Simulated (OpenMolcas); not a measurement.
# Re⁴⁺ among point charges: CASSCF and CASPT2 levels and susceptibility

Aim: the splitting of the states of Re⁴⁺ in the field of 5 point charges, its lowest levels with spin-orbit coupling and its magnetic susceptibility.

Method: state-averaged CASSCF and CASPT2, spin-orbit coupling by RASSI with atomic mean-field integrals. Code: OpenMolcas 26.06.

## (1) Starting point

* Species: Re⁴⁺ (rhenium, Z = 75, 71 electrons)
* Basis: ANO-RCC-VDZP [7s6p4d2f1g], 68 functions
* Scalar Hamiltonian: DKH2, point nucleus
* Inactive shells: 1s 2s 2p 3s 3p 3d 4s 4p 4d 4f 5s 5p
* Active space: 3 electrons in 5 orbitals (5d)
* Some configurations of this space: 5d3
* Orbitals: optimised for each spin and parity, averaged over all roots

The outer shells:

5d3
```
5d [↑ ][↑ ][↑ ][  ][  ]
```

The ion sits among 5 point charges of -2 e arranged as a trigonal bipyramid (D3h), 2.29 Å from the ion, with the axial distance 2.679 Å.

Each step is its own input file, run in one work folder so that later steps find the files of earlier ones. Labels, J, g values, rates, χT and fits are worked out afterwards by a script from the matrices that RASSI stores.

## (2) Basis and integrals

The input, a.inp:

```
&GATEWAY
Coord
1

Re 0.0 0.0 0.0
Basis=ANO-RCC-VDZP
Group=NoSym
NoMove
AngMom=0.0 0.0 0.0
AMFI
XField
5 Angstrom 0
2.290000 0.000000 0.000000 -2.000000
-1.145000 1.983198 0.000000 -2.000000
-1.145000 -1.983198 0.000000 -2.000000
0.000000 0.000000 2.679300 -2.000000
0.000000 0.000000 -2.679300 -2.000000
&SEWARD
```

What it wrote:

```text
Basis set label: RE.ANO-RCC...7S6P4D2F1G.

      Electronic valence basis set:
      ------------------
      Associated Effective Charge  75.000000 au
      Associated Actual Charge     75.000000 au
      Nuclear Model: Point charge

      Shell  nPrim  nBasis  Cartesian Spherical Contaminant
         s      24       7        X
         p      21       6        X
         d      15       4                 X
         f      11       2                 X
         g       4       1                 X
                  Relativistic Douglas-Kroll-Hess integrals:
                    - DKH order of Hamiltonian: 2
                    - DKH order of Properties : 0
                  Atomic mean-field integrals
```

## (3) Reference wave functions, quartets, 10 roots

The input, a.inp:

```
&RASSCF
FileOrb=start.orb
Symmetry=1
Spin=4
nActEl=3 0 0
Inactive=34
Ras2=5
CIRoot=10 10 1
SDav=10
CIMx=300
Iter=120 100
PrWF=0.3
OrbListing=Nothing
MaxOrb=0
>>> COPY $Project.JobIph JOB001
```

start.orb holds the contracted functions of the basis, ordered by shell, or the orbitals of the step before.

What it wrote, shortened:

```text
[...]
      Number of active orbitals                  5
[...]
      Spin quantum number                      1.5
[...]
      Active orbitals                            5
[...]
      Number of CSFs                            10
      Number of root(s) required                10
[...]
      Convergence after 10 iterations
[...]
      Natural orbitals and occupation numbers for root  1
      sym 1:  -0.000000   1.000000   0.000000   1.000000   1.000000
      Natural orbitals and occupation numbers for root  2
      sym 1:   1.000000   1.000000   0.000000   1.000000   0.000000
      Natural orbitals and occupation numbers for root  3
      sym 1:   0.709040   0.709040   0.290960   0.290960   1.000000
::    RASSCF root number  1 Total energy: -16682.06429398
::    RASSCF root number  2 Total energy: -16682.06429398
::    RASSCF root number  3 Total energy: -16682.04830806
[...]
::    RASSCF root number  7 Total energy: -16682.04182493
::    RASSCF root number  8 Total energy: -16681.99684840
::    RASSCF root number  9 Total energy: -16681.99236962
::    RASSCF root number 10 Total energy: -16681.99236962
```

## (4) Reference wave functions, doublets, 40 roots

The input, a.inp:

```
&RASSCF
FileOrb=start.orb
Symmetry=1
Spin=2
nActEl=3 0 0
Inactive=34
Ras2=5
CIRoot=40 40 1
SDav=40
CIMx=300
Iter=120 100
PrWF=0.3
OrbListing=Nothing
MaxOrb=0
>>> COPY $Project.JobIph JOB002
```

What it wrote, shortened:

```text
[...]
      Number of active orbitals                  5
[...]
      Spin quantum number                      0.5
[...]
      Active orbitals                            5
[...]
      Number of CSFs                            40
      Number of root(s) required                40
[...]
      Convergence after  7 iterations
[...]
      Natural orbitals and occupation numbers for root  1
      sym 1:   0.275262   0.881766   0.061036   1.488398   0.293538
      Natural orbitals and occupation numbers for root  2
      sym 1:   0.279819   1.488398   0.060762   0.881766   0.289255
      Natural orbitals and occupation numbers for root  3
      sym 1:   0.531386   0.941390   0.061611   0.935328   0.530286
::    RASSCF root number  1 Total energy: -16682.00056438
::    RASSCF root number  2 Total energy: -16682.00056438
::    RASSCF root number  3 Total energy: -16681.99876938
[...]
::    RASSCF root number 27 Total energy: -16681.95264575
::    RASSCF root number 28 Total energy: -16681.95264575
::    RASSCF root number 29 Total energy: -16681.91859637
::    RASSCF root number 30 Total energy: -16681.91859637
```

## (5) RASSI: spin-orbit coupling between the states

The input, a.inp:

```
&RASSI
NrOfJobIphs=2 10 40
1 2 3 4 5 6 7 8 9 10
1 2 3 4 5 6 7 8 9 10 11 12 13 14 15 16 17 18 19 20 21 22 23 24 25 26 27
28 29 30 31 32 33 34 35 36 37 38 39 40
IphNames
JOB001
JOB002
EJob
SpinOrbit
DIPRint=1.0
SOCoupling=1000.0
Subsets=2
Property=9
'ANGMOM' 1 'ANGMOM' 2 'ANGMOM' 3 'MLTPL  1' 1 'MLTPL  1' 2 'MLTPL  1' 3
'AMFI' 1 'AMFI' 2 'AMFI' 3
SOProperty=3
'ANGMOM' 1 'ANGMOM' 2 'ANGMOM' 3
```

What it wrote, shortened:

```text
SPIN-FREE ENERGIES:
  (Shifted by EMIN (a.u.) =     -16682.0642939780)
 SF State       Relative EMIN(au)   Rel lowest level(eV)    D:o, cm**(-1)      L_eff
     1             0.0000000000        0.0000000000              0.0000         3.0
     2             0.0000000023        0.0000000630              0.0005         3.0
     3             0.0159859184        0.4349990001           3508.5035         3.0
     4             0.0159859191        0.4349990202           3508.5037         3.0
     5             0.0169351326        0.4608284347           3716.8320         3.0
     6             0.0170386061        0.4636440916           3739.5418         3.0
     7             0.0224690472        0.6114139232           4931.3859         2.9
    11             0.0637295944        1.7341706084          13987.0292         4.0
    12             0.0637295944        1.7341706084          13987.0292         4.0
    13             0.0655245937        1.7830150272          14380.9860         4.2
[...]
Eigenvalues of complex Hamiltonian:
   -----------------------------------
  (Shifted by EMIN (a.u.) =     -16682.0642939780)
 SO State       Relative EMIN(au)   Rel lowest level(eV)    D:o, cm**(-1)     J-value
     1            -0.0414687659        0.0000000000              0.0000         1.0
     2            -0.0414687659        0.0000000000              0.0000         1.0
     3            -0.0408020752        0.0181415802            146.3217         1.6
     4            -0.0408020752        0.0181415802            146.3217         1.6
     5            -0.0185610164        0.6233516216           5027.6699         1.4
     6            -0.0185610164        0.6233516216           5027.6699         1.4
     7            -0.0152199049        0.7142678967           5760.9591         2.4
     8            -0.0152199049        0.7142678967           5760.9591         2.4
     9            -0.0113363586        0.8199445739           6613.2990         2.1
    10            -0.0113363586        0.8199445739           6613.2990         2.1
    11             0.0025749945        1.1984917777           9666.4881         1.7
[...]
```

These steps: 19 s of run time, 1 thread, shared host.

Spin-free states, with their symmetry labels:

```
state  degeneracy  E (cm-1)  free-ion L (%)
   4E           2         0         F (100)
   4E           2      3509         F (100)
  4A1           1      3717         F (100)
  4A2           1      3740         F (100)
  4A2           1      4931          F (93)
   2E           2     13987          G (63)
   2E           2     14381          G (82)
  2A1           1     14629          G (90)
  4A2           1     14803          P (93)
   2E           2     14860          G (82)
   4E           2     15786         P (100)
  2A2           1     16941         G (100)
  2A1           1     17027         G (100)
  2A2           1     17412          H (66)
   2E           2     18797          H (67)
   2E           2     18978          G (37)
   2E           2     20738         H (100)
  2A2           1     20915          P (62)
  2A1           1     21049         H (100)
  2A2           1     21107         H (100)
   2E           2     21344          P (65)
   2E           2     22482          D (87)
   2E           2     23191          H (82)
  2A1           1     23366          D (90)
```

With spin-orbit coupling:

```tsv
E (cm-1)	Degeneracy	Label	2S+1	g
0.0	2	E3/2	4	0.00 0.00 1.67
146.3	2	E1/2	4	0.69 1.07 1.07
5028	2	E1/2	4	0.00 0.00 5.54
5761	2	E1/2	4	1.69 3.36 3.36
6613	2	E3/2	4	0.00 0.00 2.05
9666	2	E1/2	4	0.00 0.00 9.14
10465	2	E3/2	4	0.00 0.00 3.83
10686	2	E1/2	4	1.33 4.87 4.87
10956	2	E1/2	4	0.02 0.02 5.20
13172	2	E1/2	4	0.16 0.16 7.97
13272	2	E3/2	4	0.00 0.00 3.87
13546	2	E1/2	4	0.18 0.18 6.65
14488	2	E1/2	4	1.44 4.52 4.52
14692	2	E3/2	4	0.00 0.00 11.16
16423	2	E1/2	4	1.51 1.51 1.86
16734	2	E3/2	4	0.00 0.00 4.35
17761	2	E1/2	4	1.54 2.29 2.29
21050	2	E1/2	2	0.03 0.03 6.57
21530	2	E3/2	2	0.00 0.00 3.78
21567	2	E1/2	2	1.39 2.43 2.43
22467	2	E1/2	2	0.08 0.08 5.82
23026	2	E3/2	2	0.00 0.00 2.83
23460	2	E1/2	2	1.11 3.70 3.70
23657	2	E1/2	2	0.05 0.05 4.28
```

The table of states holds 24 of 33 computed; the rest, higher up, is left out. Labels of spin-orbit levels are those of the rotation subgroup (D3 for D3h). Principal g values are given for doublets only; a zero marks a field direction without first-order Zeeman splitting.

Powder χT (cm³ K/mol): 0.09 at 2 K, 0.09 at 5 K, 0.09 at 10 K, 0.09 at 20 K, 0.09 at 50 K, 0.10 at 100 K, 0.10 at 150 K, 0.11 at 200 K, 0.11 at 250 K, 0.12 at 300 K.

## (6) CASPT2: IPEA 0.25, imaginary shift 0.1 (closed shells correlated: 4f 5s 5p)

The input, a.inp:

```
>>> COPY JOB001 $Project.JobIph
&CASPT2
Multistate=10 1 2 3 4 5 6 7 8 9 10
NoMult
Frozen=23
IPEA=0.25
Imaginary=0.1
MaxIter=60
WThr=0.0 0.3 0.05
PrWF=0.5
NoMix
>>> COPY JOB002 $Project.JobIph
&CASPT2
Multistate=40 1 2 3 4 5 6 7 8 9 10 11 12 13 14 15 16 17 18 19 20 21 22
23 24 25 26 27 28 29 30 31 32 33 34 35 36 37 38 39 40
NoMult
Frozen=23
IPEA=0.25
Imaginary=0.1
MaxIter=60
WThr=0.0 0.3 0.05
PrWF=0.5
NoMix
```

What it wrote:

```text
Orbital specifications:
      -----------------------

      Symmetry species                           1
                                                 a
      Frozen orbitals                           23
      Inactive orbitals                         11
      Active orbitals                            5
      Secondary orbitals                        29
      Deleted orbitals                           0
      Number of basis functions                 68
Type of calculation                        SS-CASPT2
      Fock operator                              state-specific
      IPEA shift                                 0.25
      Real shift                                 0.00
      Imaginary shift                            0.10
      The input orbitals will be transformed to quasi-canonical
Reference energy:      -16682.0642939780
      E2 (Non-variational):      -0.7332309813
      Shift correction:          -0.0000966211
      E2 (Variational):          -0.7333276024
      Total energy:          -16682.7976215804
      Residual norm:              0.0000000416
      Reference weight:           0.93226
      Contributions to the CASPT2 correlation energy
      Active & Virtual Only:         -0.0089711479
      One Inactive Excited:          -0.1213519581
      Two Inactive Excited:          -0.6029078753
Reference energy:      -16682.0642939757
      E2 (Non-variational):      -0.7326887485
      Shift correction:          -0.0000957424
      E2 (Variational):          -0.7327844908
      Total energy:          -16682.7970784666
      Residual norm:              0.0000000373
      Reference weight:           0.93246
      Contributions to the CASPT2 correlation energy
      Active & Virtual Only:         -0.0088435529
      One Inactive Excited:          -0.1209632005
      Two Inactive Excited:          -0.6028819951
::    CASPT2 Root  1     Total energy: -16682.79762158
::    CASPT2 Root  2     Total energy: -16682.79707847
::    CASPT2 Root  3     Total energy: -16682.78270998
::    CASPT2 Root  4     Total energy: -16682.78271042
::    CASPT2 Root  5     Total energy: -16682.78184394
::    CASPT2 Root  6     Total energy: -16682.78176795
::    CASPT2 Root  7     Total energy: -16682.77667902
::    CASPT2 Root  8     Total energy: -16682.73733132
::    CASPT2 Root  9     Total energy: -16682.73336661
::    CASPT2 Root 10     Total energy: -16682.73336758
Orbital specifications:
      -----------------------

      Symmetry species                           1
                                                 a
      Frozen orbitals                           23
      Inactive orbitals                         11
      Active orbitals                            5
      Secondary orbitals                        29
      Deleted orbitals                           0
      Number of basis functions                 68
Type of calculation                        SS-CASPT2
      Fock operator                              state-specific
      IPEA shift                                 0.25
      Real shift                                 0.00
      Imaginary shift                            0.10
      The input orbitals will be transformed to quasi-canonical
Reference energy:      -16682.0005643836
      E2 (Non-variational):      -0.7374578784
      Shift correction:          -0.0001172972
      E2 (Variational):          -0.7375751756
      Total energy:          -16682.7381395592
      Residual norm:              0.0000000584
      Reference weight:           0.93025
      Contributions to the CASPT2 correlation energy
      Active & Virtual Only:         -0.0125336582
      One Inactive Excited:          -0.1200208640
      Two Inactive Excited:          -0.6049033561
Reference energy:      -16682.0005643833
      E2 (Non-variational):      -0.7374582707
      Shift correction:          -0.0001173414
      E2 (Variational):          -0.7375756121
      Total energy:          -16682.7381399954
      Residual norm:              0.0000000592
      Reference weight:           0.93025
      Contributions to the CASPT2 correlation energy
      Active & Virtual Only:         -0.0125351986
      One Inactive Excited:          -0.1200197243
      Two Inactive Excited:          -0.6049033478
::    CASPT2 Root  1     Total energy: -16682.73813956
::    CASPT2 Root  2     Total energy: -16682.73814000
::    CASPT2 Root  3     Total energy: -16682.73693750
::    CASPT2 Root  4     Total energy: -16682.73694409
::    CASPT2 Root  5     Total energy: -16682.73769161
::    CASPT2 Root  6     Total energy: -16682.73510672
::    CASPT2 Root  7     Total energy: -16682.73510264
::    CASPT2 Root  8     Total energy: -16682.72616187
::    CASPT2 Root  9     Total energy: -16682.72590564
::    CASPT2 Root 10     Total energy: -16682.72537866
::    CASPT2 Root 11     Total energy: -16682.71817802
::    CASPT2 Root 12     Total energy: -16682.71838446
::    CASPT2 Root 13     Total energy: -16682.71900502
::    CASPT2 Root 14     Total energy: -16682.71902054
::    CASPT2 Root 15     Total energy: -16682.70703863
::    CASPT2 Root 16     Total energy: -16682.70704479
::    CASPT2 Root 17     Total energy: -16682.71312777
::    CASPT2 Root 18     Total energy: -16682.70548761
::    CASPT2 Root 19     Total energy: -16682.70529567
::    CASPT2 Root 20     Total energy: -16682.71189670
::    CASPT2 Root 21     Total energy: -16682.71182471
::    CASPT2 Root 22     Total energy: -16682.70677755
::    CASPT2 Root 23     Total energy: -16682.70677908
::    CASPT2 Root 24     Total energy: -16682.69491375
::    CASPT2 Root 25     Total energy: -16682.69485863
::    CASPT2 Root 26     Total energy: -16682.70227301
::    CASPT2 Root 27     Total energy: -16682.69133242
::    CASPT2 Root 28     Total energy: -16682.69145429
::    CASPT2 Root 29     Total energy: -16682.66624716
::    CASPT2 Root 30     Total energy: -16682.66612045
```

This run: 28 s of run time, 1 thread, shared host.

SS-CASPT2: lowest energy less the reference's lowest, -0.7331 hartree; reference weights 0.921 to 0.932.

Spin-free states, with their symmetry labels:

```
state  degeneracy  E (cm-1)  free-ion L (%)
   4E           2         0         F (100)
   4E           2      3213         F (100)
  4A1           1      3403         F (100)
  4A2           1      3420         F (100)
  4A2           1      4537          F (93)
   2E           2     12995          G (63)
  2A1           1     13094          G (90)
  4A2           1     13173          P (93)
   2E           2     13258          G (82)
   2E           2     13661          G (82)
   4E           2     14043         P (100)
  2A2           1     15624         G (100)
  2A1           1     15680         G (100)
  2A2           1     15796          H (66)
   2E           2     17193          G (37)
   2E           2     17354          H (67)
  2A2           1     18485          P (62)
   2E           2     18763          P (65)
   2E           2     19820         H (100)
   2E           2     19878          D (87)
  2A1           1     20161         H (100)
  2A2           1     20204         H (100)
  2A1           1     20867          D (90)
   2E           2     22488          H (82)
```

With spin-orbit coupling:

```csv
E (cm-1),Degeneracy,Label,2S+1,g
0,2,E3/2,4,0.00 0.00 1.69
110,2,E1/2,4,0.54 1.11 1.11
5230,2,E1/2,4,0.00 0.00 5.51
5790,2,E1/2,4,1.58 3.37 3.37
6630,2,E3/2,4,0.00 0.00 2.15
9830,2,E1/2,4,0.01 0.01 9.04
10450,2,E3/2,4,0.00 0.00 3.81
10640,2,E1/2,4,1.31 4.85 4.85
10940,2,E1/2,4,0.01 0.01 5.25
12820,2,E3/2,4,0.00 0.00 3.74
12980,2,E1/2,4,0.12 0.12 7.95
13380,2,E1/2,4,0.13 0.13 6.54
13790,2,E1/2,4,1.37 2.69 2.69
14510,2,E3/2,4,0.00 0.00 11.08
15140,2,E1/2,4,0.16 0.16 1.78
15610,2,E3/2,4,0.00 0.00 4.34
16430,2,E1/2,4,1.67 2.36 2.36
20530,2,E1/2,2,0.02 0.02 6.63
20740,2,E1/2,2,1.38 2.44 2.44
20990,2,E3/2,2,0.00 0.00 3.79
21920,2,E1/2,2,0.07 0.07 5.82
22140,2,E3/2,2,0.00 0.00 2.86
22270,2,E1/2,2,1.07 3.76 3.76
22870,2,E1/2,2,0.03 0.03 4.48
```

Powder χT (cm³ K/mol): 0.09 at 2 K, 0.09 at 5 K, 0.09 at 10 K, 0.09 at 20 K, 0.10 at 50 K, 0.10 at 100 K, 0.11 at 150 K, 0.11 at 200 K, 0.12 at 250 K, 0.12 at 300 K.

## (7) The methods side by side

A. CASSCF
B. SS-CASPT2, IPEA 0.25, imaginary shift 0.1 (closed shells correlated: 4f 5s 5p)

```
method  ground state  first state of that spin (cm-1)  first gap with spin-orbit (cm-1)  χT at 300 K
     A            4E                          4E 3509                             146.3         0.12
     B            4E                          4E 3213                             110.5         0.12
```

## (8) Outcome

| quantity | value |
| --- | --- |
| method | SS-CASPT2, IPEA 0.25, imaginary shift 0.1 (closed shells correlated: 4f 5s 5p) |
| spin-free ground state | 4E, 2-fold in its orbital part |
| first state of the same spin within the active space | 4E at 3210 cm⁻¹ |
| lowest level | 2-fold E3/2, g = 0.00, 0.00, 1.69 |
| next level | 110.5 cm⁻¹ |
| χT at 300 K | 0.12 cm³ K/mol |
| effective moment at 300 K | 0.98 μB |

Cost by method:

```
                                                 method  time of its own steps  time with the reference
                                              A. CASSCF                   19 s                     19 s
B. SS-CASPT2, IPEA 0.25, imaginary shift 0.1, +4f 5s 5p                   28 s                     47 s
```

Times are of one thread on a shared host.

What this shows: The spin-free ground state (4E) comes to 100 % from free-ion F terms and keeps the highest spin of the shell. χT at 300 K is 0.12, against 1.88 cm³ K/mol for the spin alone, so spin-orbit coupling lowers it. CASPT2 does not keep the components of a term degenerate, and the means are used. The field of point charges can differ much from that of real complexes. Point charges carry no covalency, so the field is a model and not that of real ligands.
